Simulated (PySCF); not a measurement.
# WOF2: from HF to coupled cluster

How much do the numbers for WOF2 (triplet) hang on the method? All levels run at one geometry, the PBE0 minimum.

Computed with PySCF 2.14.0. Level: several methods, basis W def2-SVP with ECP60, O def2-SVP, F def2-SVP, scalar-relativistic core potentials, no spin–orbit coupling, density fitting.

### Step 1. Where the work starts

4 atoms, charge 0, spin multiplicity 3.

Bond lengths: W1–O2 1.684 Å, W1–F3 1.886 Å, W1–F4 1.886 Å. Angles: O2–W1–F3 120.9°, O2–W1–F4 120.9°, F3–W1–F4 118.2°.

```xyz
4
charge 0 multiplicity 3
W    -0.0207   -0.0359    0.0000
O    -0.8626   -1.4941    0.0000
F     1.8654   -0.0066    0.0000
F    -0.9384    1.6122    0.0000
```

### Step 2. PBE0

The steps are one call of a driver around PySCF; scf.py gives each level's set-up. Each SCF starts from the density of the minimum. The driver also runs the species with one electron less or more at the same geometry (one less: multiplicity 2, one more: multiplicity 2); their logs are not shown.

Contents of scf.py:

```python
from pyscf import gto, scf, dft
mol = gto.M(atom='''
W     -0.020729    -0.035903     0.000000
O     -0.862622    -1.494107     0.000000
F      1.865408    -0.006576     0.000000
F     -0.938401     1.612202    -0.000000''',
    basis={'W': 'def2-SVP', 'O': 'def2-SVP', 'F': 'def2-SVP'},
    ecp={'W': 'def2-SVP'},
    charge=0, spin=2)
mf = dft.UKS(mol, xc='PBE0')
mf.grids.atom_grid = (99, 590)
aux = {'W': 'def2-universal-JKFIT', 'O': 'def2-universal-JKFIT', 'F': 'def2-universal-JKFIT'}
mf = mf.density_fit(auxbasis=aux)
mf.kernel()
```

The program printed:

```text
init E= -341.613794106197
[... the frontier-level lines of each cycle are left out ...]
cycle= 1 E= -341.613794106997  delta_E= -7.99e-10  |g|= 1.46e-05  |ddm|= 6.73e-05
Extra cycle  E= -341.613794106812  delta_E= 1.84e-10  |g|= 2.71e-05  |ddm|= 2.56e-05
converged SCF energy = -341.613794106812  <S^2> = 2.0167093  2S+1 = 3.0111189
```

This level, with the species of one electron less or more, needed 7.5 s of wall time on 4 threads, shared host.

```
energy                        : -341.613794 Eh
one electron less (charge +1) : -341.263757 Eh (doublet, ⟨S²⟩ 0.76)
one electron more (charge -1) : -341.670222 Eh (doublet, ⟨S²⟩ 0.76)
Mulliken charge of W1         : +1.05 e
```

### Step 3. HF

scf.py: that of step 2 with these lines changed.

```diff
@@ -10,2 +10 @@
-mf = dft.UKS(mol, xc='PBE0')
-mf.grids.atom_grid = (99, 590)
+mf = scf.UHF(mol)
```

The program printed:

```text
init E= -339.97795117231
[... the frontier-level lines of each cycle are left out ...]
cycle= 1 E= -340.009397307334  delta_E= -0.0314  |g|= 0.126  |ddm|= 0.363
cycle= 2 E= -340.011513310748  delta_E= -0.00212  |g|= 0.113  |ddm|= 0.215
cycle= 3 E= -340.01665147761  delta_E= -0.00514  |g|= 0.0236  |ddm|= 0.0932
cycle= 4 E= -340.017100697949  delta_E= -0.000449  |g|= 0.0121  |ddm|= 0.028
cycle= 5 E= -340.017362087232  delta_E= -0.000261  |g|= 0.00809  |ddm|= 0.0236
cycle= 6 E= -340.017563527974  delta_E= -0.000201  |g|= 0.00685  |ddm|= 0.0197
cycle= 7 E= -340.017868245535  delta_E= -0.000305  |g|= 0.00467  |ddm|= 0.0367
cycle= 8 E= -340.018100197228  delta_E= -0.000232  |g|= 0.00225  |ddm|= 0.0481
cycle= 9 E= -340.018141112377  delta_E= -4.09e-05  |g|= 0.00121  |ddm|= 0.0196
cycle= 10 E= -340.018151259349  delta_E= -1.01e-05  |g|= 0.000629  |ddm|= 0.00964
cycle= 11 E= -340.018153930677  delta_E= -2.67e-06  |g|= 0.000238  |ddm|= 0.00596
cycle= 12 E= -340.018154137213  delta_E= -2.07e-07  |g|= 0.000107  |ddm|= 0.00134
cycle= 13 E= -340.018154170739  delta_E= -3.35e-08  |g|= 5.14e-05  |ddm|= 0.00046
cycle= 14 E= -340.018154175049  delta_E= -4.31e-09  |g|= 1.44e-05  |ddm|= 0.000158
cycle= 15 E= -340.018154175608  delta_E= -5.59e-10  |g|= 6.03e-06  |ddm|= 7.62e-05
Extra cycle  E= -340.018154175652  delta_E= -4.39e-11  |g|= 5.12e-06  |ddm|= 1.21e-05
converged SCF energy = -340.018154175652  <S^2> = 2.1266864  2S+1 = 3.0833011
```

This level, with the species of one electron less or more, took 6.3 s.

| Item | Value |
| --- | --- |
| energy | -340.018154 Eh |
| one electron less (charge +1) | -339.659541 Eh (doublet, ⟨S²⟩ 1.16) |
| one electron more (charge -1) | -340.036913 Eh (doublet, ⟨S²⟩ 0.77) |
| Mulliken charge of W1 | +1.51 e |

### Step 4. MP2

scf.py: that of step 3 with these lines changed.

```diff
@@ -13,0 +14,2 @@
+from pyscf.mp import dfump2
+dfump2.DFUMP2(mf, frozen=3).kernel()  # the driver gives MP2 a fitting basis of its own (RI)
```

The program printed:

```text
init E= -339.97795117231
[... the frontier-level lines of each cycle are left out ...]
cycle= 1 E= -340.009397307334  delta_E= -0.0314  |g|= 0.126  |ddm|= 0.363
cycle= 2 E= -340.011513310748  delta_E= -0.00212  |g|= 0.113  |ddm|= 0.215
cycle= 3 E= -340.01665147761  delta_E= -0.00514  |g|= 0.0236  |ddm|= 0.0932
cycle= 4 E= -340.017100697949  delta_E= -0.000449  |g|= 0.0121  |ddm|= 0.028
cycle= 5 E= -340.017362087232  delta_E= -0.000261  |g|= 0.00809  |ddm|= 0.0236
cycle= 6 E= -340.017563527974  delta_E= -0.000201  |g|= 0.00685  |ddm|= 0.0197
cycle= 7 E= -340.017868245535  delta_E= -0.000305  |g|= 0.00467  |ddm|= 0.0367
cycle= 8 E= -340.018100197227  delta_E= -0.000232  |g|= 0.00225  |ddm|= 0.0481
cycle= 9 E= -340.018141112377  delta_E= -4.09e-05  |g|= 0.00121  |ddm|= 0.0196
cycle= 10 E= -340.018151259349  delta_E= -1.01e-05  |g|= 0.000629  |ddm|= 0.00964
cycle= 11 E= -340.018153930677  delta_E= -2.67e-06  |g|= 0.000238  |ddm|= 0.00596
cycle= 12 E= -340.018154137213  delta_E= -2.07e-07  |g|= 0.000107  |ddm|= 0.00134
cycle= 13 E= -340.018154170739  delta_E= -3.35e-08  |g|= 5.14e-05  |ddm|= 0.00046
cycle= 14 E= -340.018154175049  delta_E= -4.31e-09  |g|= 1.44e-05  |ddm|= 0.000158
cycle= 15 E= -340.018154175608  delta_E= -5.59e-10  |g|= 6.03e-06  |ddm|= 7.62e-05
Extra cycle  E= -340.018154175651  delta_E= -4.35e-11  |g|= 5.12e-06  |ddm|= 1.21e-05
converged SCF energy = -340.018154175651  <S^2> = 2.1266864  2S+1 = 3.0833011
```

This level, with the species of one electron less or more, took 6 s.

| Quantity | Value |
| --- | --- |
| energy | -340.864352 Eh |
| one electron less (charge +1) | -340.502263 Eh (doublet, ⟨S²⟩ 1.16) |
| one electron more (charge -1) | -340.915116 Eh (doublet, ⟨S²⟩ 0.77) |
| MP2 correlation in its own fitting basis (same spin, opposite spin) | -0.84620 Eh (-0.26015, -0.58605) |

### Step 5. PBE

scf.py: that of step 4 with these lines changed.

```diff
@@ -10 +10,2 @@
-mf = scf.UHF(mol)
+mf = dft.UKS(mol, xc='PBE')
+mf.grids.atom_grid = (99, 590)
@@ -14,2 +14,0 @@
-from pyscf.mp import dfump2
-dfump2.DFUMP2(mf, frozen=3).kernel()  # the driver gives MP2 a fitting basis of its own (RI)
```

The program printed:

```text
init E= -341.681900490332
[... the frontier-level lines of each cycle are left out ...]
cycle= 1 E= -341.676963326031  delta_E= 0.00494  |g|= 0.157  |ddm|= 0.232
cycle= 2 E= -341.58138123838  delta_E= 0.0956  |g|= 0.505  |ddm|= 0.486
cycle= 3 E= -341.683536231781  delta_E= -0.102  |g|= 0.0966  |ddm|= 0.375
cycle= 4 E= -341.687194065012  delta_E= -0.00366  |g|= 0.00948  |ddm|= 0.0655
cycle= 5 E= -341.687221596451  delta_E= -2.75e-05  |g|= 0.00489  |ddm|= 0.0145
cycle= 6 E= -341.687232825871  delta_E= -1.12e-05  |g|= 0.000469  |ddm|= 0.00477
cycle= 7 E= -341.687232931994  delta_E= -1.06e-07  |g|= 0.000127  |ddm|= 0.000421
cycle= 8 E= -341.687232945853  delta_E= -1.39e-08  |g|= 6.59e-05  |ddm|= 0.00026
cycle= 9 E= -341.687232947988  delta_E= -2.13e-09  |g|= 1.82e-05  |ddm|= 7.04e-05
cycle= 10 E= -341.687232948076  delta_E= -8.84e-11  |g|= 1.15e-05  |ddm|= 1.74e-05
Extra cycle  E= -341.687232947601  delta_E= 4.76e-10  |g|= 3.71e-05  |ddm|= 3.5e-05
converged SCF energy = -341.687232947601  <S^2> = 2.0107233  2S+1 = 3.0071404
```

This level, with the species of one electron less or more, took 15 s.

| Item | Value |
| --- | --- |
| energy | -341.687233 Eh |
| one electron less (charge +1) | -341.356713 Eh (doublet, ⟨S²⟩ 0.76) |
| one electron more (charge -1) | -341.743690 Eh (doublet, ⟨S²⟩ 0.76) |
| Mulliken charge of W1 | +0.85 e |

### Step 6. CCSD(T)

scf.py: that of step 5 with these lines changed.

```diff
@@ -10,2 +10 @@
-mf = dft.UKS(mol, xc='PBE')
-mf.grids.atom_grid = (99, 590)
+mf = scf.UHF(mol)
@@ -14,0 +14,3 @@
+from pyscf import cc
+mycc = cc.CCSD(mf, frozen=3).run()
+mycc.ccsd_t()
```

The program printed:

```text
init E= -339.97795117231
[... the frontier-level lines of each cycle are left out ...]
cycle= 1 E= -340.009397307334  delta_E= -0.0314  |g|= 0.126  |ddm|= 0.363
cycle= 2 E= -340.011513310748  delta_E= -0.00212  |g|= 0.113  |ddm|= 0.215
cycle= 3 E= -340.01665147761  delta_E= -0.00514  |g|= 0.0236  |ddm|= 0.0932
cycle= 4 E= -340.017100697949  delta_E= -0.000449  |g|= 0.0121  |ddm|= 0.028
cycle= 5 E= -340.017362087231  delta_E= -0.000261  |g|= 0.00809  |ddm|= 0.0236
cycle= 6 E= -340.017563527975  delta_E= -0.000201  |g|= 0.00685  |ddm|= 0.0197
cycle= 7 E= -340.017868245535  delta_E= -0.000305  |g|= 0.00467  |ddm|= 0.0367
cycle= 8 E= -340.018100197228  delta_E= -0.000232  |g|= 0.00225  |ddm|= 0.0481
cycle= 9 E= -340.018141112377  delta_E= -4.09e-05  |g|= 0.00121  |ddm|= 0.0196
cycle= 10 E= -340.018151259348  delta_E= -1.01e-05  |g|= 0.000629  |ddm|= 0.00964
cycle= 11 E= -340.018153930677  delta_E= -2.67e-06  |g|= 0.000238  |ddm|= 0.00596
cycle= 12 E= -340.018154137213  delta_E= -2.07e-07  |g|= 0.000107  |ddm|= 0.00134
cycle= 13 E= -340.018154170739  delta_E= -3.35e-08  |g|= 5.14e-05  |ddm|= 0.00046
cycle= 14 E= -340.018154175049  delta_E= -4.31e-09  |g|= 1.44e-05  |ddm|= 0.000158
cycle= 15 E= -340.018154175607  delta_E= -5.58e-10  |g|= 6.03e-06  |ddm|= 7.62e-05
Extra cycle  E= -340.018154175652  delta_E= -4.42e-11  |g|= 5.12e-06  |ddm|= 1.21e-05
converged SCF energy = -340.018154175652  <S^2> = 2.1266864  2S+1 = 3.0833011
CCSD nocc = (np.int64(18), np.int64(16)), nmo = (71, 71)
Init t2, MP2 energy = -0.846377482357503
UCCSD converged
E(UCCSD) = -340.8479350938045  E_corr = -0.8297809181529099
UCCSD(T) correction = -0.0287526176831568
```

This level needed 97 s of wall time on 4 threads, shared host.

- energy: -340.876688 Eh
- MP2 correlation in its own fitting basis (same spin, opposite spin): -0.84620 Eh (-0.26015, -0.58605)
- CCSD, (T): -0.82978, -0.02875 Eh; T1 0.028, D1 0.125

Left undone: coupled cluster skipped for cost (one electron less); coupled cluster skipped for cost (one electron more).

### Step 7. r2SCAN

scf.py: that of step 6 with these lines changed.

```diff
@@ -10 +10,2 @@
-mf = scf.UHF(mol)
+mf = dft.UKS(mol, xc='R2SCAN')
+mf.grids.atom_grid = (99, 590)
@@ -14,3 +14,0 @@
-from pyscf import cc
-mycc = cc.CCSD(mf, frozen=3).run()
-mycc.ccsd_t()
```

The program printed:

```text
init E= -341.819024852669
[... the frontier-level lines of each cycle are left out ...]
cycle= 1 E= -341.819867839547  delta_E= -0.000843  |g|= 0.0389  |ddm|= 0.108
cycle= 2 E= -341.814364072365  delta_E= 0.0055  |g|= 0.121  |ddm|= 0.126
cycle= 3 E= -341.82036764783  delta_E= -0.006  |g|= 0.0224  |ddm|= 0.09
cycle= 4 E= -341.820562781841  delta_E= -0.000195  |g|= 0.00617  |ddm|= 0.0187
cycle= 5 E= -341.820576844483  delta_E= -1.41e-05  |g|= 0.000505  |ddm|= 0.00493
cycle= 6 E= -341.820576975759  delta_E= -1.31e-07  |g|= 0.000121  |ddm|= 0.000591
cycle= 7 E= -341.820576984251  delta_E= -8.49e-09  |g|= 4.65e-05  |ddm|= 0.000137
cycle= 8 E= -341.820576986192  delta_E= -1.94e-09  |g|= 1.18e-05  |ddm|= 7.98e-05
cycle= 9 E= -341.820576986407  delta_E= -2.15e-10  |g|= 4.63e-06  |ddm|= 3.14e-05
Extra cycle  E= -341.820576986398  delta_E= 9.15e-12  |g|= 8.82e-06  |ddm|= 1.1e-05
converged SCF energy = -341.820576986398  <S^2> = 2.0173967  2S+1 = 3.0115754
```

This level, with the species of one electron less or more, took 21 s.

```
energy                        : -341.820577 Eh
one electron less (charge +1) : -341.478569 Eh (doublet, ⟨S²⟩ 0.76)
one electron more (charge -1) : -341.873530 Eh (doublet, ⟨S²⟩ 0.76)
Mulliken charge of W1         : +1.01 e
```

### Step 8. B3LYP

scf.py: that of step 7 with these lines changed.

```diff
@@ -10 +10 @@
-mf = dft.UKS(mol, xc='R2SCAN')
+mf = dft.UKS(mol, xc='B3LYP')
```

The program printed:

```text
init E= -341.915971154387
[... the frontier-level lines of each cycle are left out ...]
cycle= 1 E= -341.916614073433  delta_E= -0.000643  |g|= 0.0308  |ddm|= 0.0725
cycle= 2 E= -341.91414556198  delta_E= 0.00247  |g|= 0.0861  |ddm|= 0.0679
cycle= 3 E= -341.916911523592  delta_E= -0.00277  |g|= 0.0126  |ddm|= 0.0582
cycle= 4 E= -341.916970628421  delta_E= -5.91e-05  |g|= 0.00288  |ddm|= 0.00942
cycle= 5 E= -341.916975074731  delta_E= -4.45e-06  |g|= 0.000858  |ddm|= 0.00311
cycle= 6 E= -341.916976861934  delta_E= -1.79e-06  |g|= 0.000316  |ddm|= 0.00306
cycle= 7 E= -341.916976998063  delta_E= -1.36e-07  |g|= 0.000119  |ddm|= 0.000751
cycle= 8 E= -341.916977014067  delta_E= -1.6e-08  |g|= 1.93e-05  |ddm|= 0.000265
cycle= 9 E= -341.91697701488  delta_E= -8.12e-10  |g|= 4.79e-06  |ddm|= 6.77e-05
Extra cycle  E= -341.916977014829  delta_E= 5.08e-11  |g|= 1.31e-05  |ddm|= 1.25e-05
converged SCF energy = -341.916977014829  <S^2> = 2.0104654  2S+1 = 3.0069688
```

This level, with the species of one electron less or more, took 9.1 s.

| Item | Value |
| --- | --- |
| energy | -341.916977 Eh |
| one electron less (charge +1) | -341.571535 Eh (doublet, ⟨S²⟩ 0.76) |
| one electron more (charge -1) | -341.980303 Eh (doublet, ⟨S²⟩ 0.76) |
| Mulliken charge of W1 | +1.00 e |

### Step 9. TPSSh

scf.py: that of step 8 with these lines changed.

```diff
@@ -10 +10 @@
-mf = dft.UKS(mol, xc='B3LYP')
+mf = dft.UKS(mol, xc='TPSSH')
```

The program printed:

```text
init E= -341.879153633438
[... the frontier-level lines of each cycle are left out ...]
cycle= 1 E= -341.879854708086  delta_E= -0.000701  |g|= 0.0198  |ddm|= 0.0666
cycle= 2 E= -341.879345688038  delta_E= 0.000509  |g|= 0.0417  |ddm|= 0.0552
cycle= 3 E= -341.880037574057  delta_E= -0.000692  |g|= 0.00425  |ddm|= 0.032
cycle= 4 E= -341.88004234195  delta_E= -4.77e-06  |g|= 0.00239  |ddm|= 0.00406
cycle= 5 E= -341.880044380581  delta_E= -2.04e-06  |g|= 0.000945  |ddm|= 0.00214
cycle= 6 E= -341.88004501972  delta_E= -6.39e-07  |g|= 0.000214  |ddm|= 0.00144
cycle= 7 E= -341.880045078687  delta_E= -5.9e-08  |g|= 7.36e-05  |ddm|= 0.000433
cycle= 8 E= -341.880045088523  delta_E= -9.84e-09  |g|= 2.17e-05  |ddm|= 0.00024
cycle= 9 E= -341.880045088905  delta_E= -3.82e-10  |g|= 3.75e-06  |ddm|= 4.23e-05
Extra cycle  E= -341.880045088902  delta_E= 2.61e-12  |g|= 5.76e-06  |ddm|= 8.8e-06
converged SCF energy = -341.880045088902  <S^2> = 2.0136362  2S+1 = 3.0090771
```

This level, with the species of one electron less or more, took 23 s.

- energy: -341.880045 Eh
- one electron less (charge +1): -341.541232 Eh (doublet, ⟨S²⟩ 0.76)
- one electron more (charge -1): -341.934731 Eh (doublet, ⟨S²⟩ 0.76)
- Mulliken charge of W1: +1.01 e

### Step 10. LDA

scf.py: that of step 9 with these lines changed.

```diff
@@ -10 +10 @@
-mf = dft.UKS(mol, xc='TPSSH')
+mf = dft.UKS(mol, xc='LDA,VWN')
```

The program printed:

```text
init E= -339.995472651661
[... the frontier-level lines of each cycle are left out ...]
cycle= 1 E= -339.990309852827  delta_E= 0.00516  |g|= 0.198  |ddm|= 0.288
cycle= 2 E= -339.860967943124  delta_E= 0.129  |g|= 0.603  |ddm|= 0.541
cycle= 3 E= -339.998381429691  delta_E= -0.137  |g|= 0.132  |ddm|= 0.441
cycle= 4 E= -340.005153732003  delta_E= -0.00677  |g|= 0.00411  |ddm|= 0.0815
cycle= 5 E= -340.005158078482  delta_E= -4.35e-06  |g|= 0.00242  |ddm|= 0.00503
cycle= 6 E= -340.005160171372  delta_E= -2.09e-06  |g|= 0.000669  |ddm|= 0.00171
cycle= 7 E= -340.005160377774  delta_E= -2.06e-07  |g|= 9.44e-05  |ddm|= 0.000655
cycle= 8 E= -340.005160384153  delta_E= -6.38e-09  |g|= 4.17e-05  |ddm|= 0.00017
cycle= 9 E= -340.005160384827  delta_E= -6.74e-10  |g|= 3.52e-05  |ddm|= 8.21e-05
cycle= 10 E= -340.005160385193  delta_E= -3.66e-10  |g|= 1.79e-05  |ddm|= 2.88e-05
Extra cycle  E= -340.005160383528  delta_E= 1.67e-09  |g|= 6.74e-05  |ddm|= 6.12e-05
converged SCF energy = -340.005160383528  <S^2> = 2.0081563  2S+1 = 3.0054326
```

This level, with the species of one electron less or more, needed 6 s of wall time on 4 threads, shared host.

| Item | Value |
| --- | --- |
| energy | -340.005160 Eh |
| one electron less (charge +1) | -339.668965 Eh (doublet, ⟨S²⟩ 0.76) |
| Mulliken charge of W1 | +0.80 e |

### Step 11. The ladder

| level | atomisation energy (kJ/mol) | vertical ionisation energy (eV) | vertical electron affinity (eV) | −ε(HOMO) (eV) | gap (eV) | dipole (D) | wall time |
| --- | --- | --- | --- | --- | --- | --- | --- |
| PBE0 | 1814 | 9.52 | 1.54 | 6.92 | 3.42 | 0.58 | 7.5 s |
| HF | 1096 | 9.76 | 0.51 | 11.56 | 11.77 | 0.65 | 6.3 s |
| MP2 | – | 9.85 | 1.38 | – | – | – | 6 s |
| PBE | 1981 | 8.99 | 1.54 | 5.10 | 0.63 | 0.57 | 15 s |
| CCSD(T) | – | – | – | – | – | – | 97 s |
| r2SCAN | – | 9.31 | 1.44 | 5.63 | 1.74 | 0.58 | 21 s |
| B3LYP | 1828 | 9.40 | 1.72 | 6.53 | 2.51 | 0.60 | 9.1 s |
| TPSSh | 1852 | 9.22 | 1.49 | 5.95 | 1.89 | 0.62 | 23 s |
| LDA | 2247 | 9.15 | – | 5.15 | 0.19 | 0.59 | 6 s |

Times are for 4 threads, shared host; PBE0 starts from its own converged density, so its time is not comparable. A dash stands where a species or a free atom was not run at that level, or the quantity is not defined.

Atomisation goes to high-spin atoms in their ground configurations, run at the same level, without zero-point energy.

### Step 12. What came out

| quantity | value |
| --- | --- |
| atomisation energy, range | 1096 (HF) to 2247 (LDA) kJ/mol |
| vertical ionisation energy, range | 8.99 (PBE) to 9.85 (MP2) eV |
| vertical electron affinity, range | 0.51 (HF) to 1.72 (B3LYP) eV |
| orbital gap, range | 0.19 (LDA) to 11.77 (HF) eV |
| T1, D1 | 0.028, 0.125 |

In words: The atomisation energy spreads over 1151 kJ/mol, from HF to LDA; without a CCSD(T) value for it there is no yardstick here. Spin contamination is strong in at least one of the open-shell species at HF, MP2, CCSD(T). Without diffuse functions electron affinities tend to come out too low. Open d and f shells are described by one determinant, and the ground state may have another occupation or spin. Spin–orbit coupling, left out here, can matter for elements this heavy.
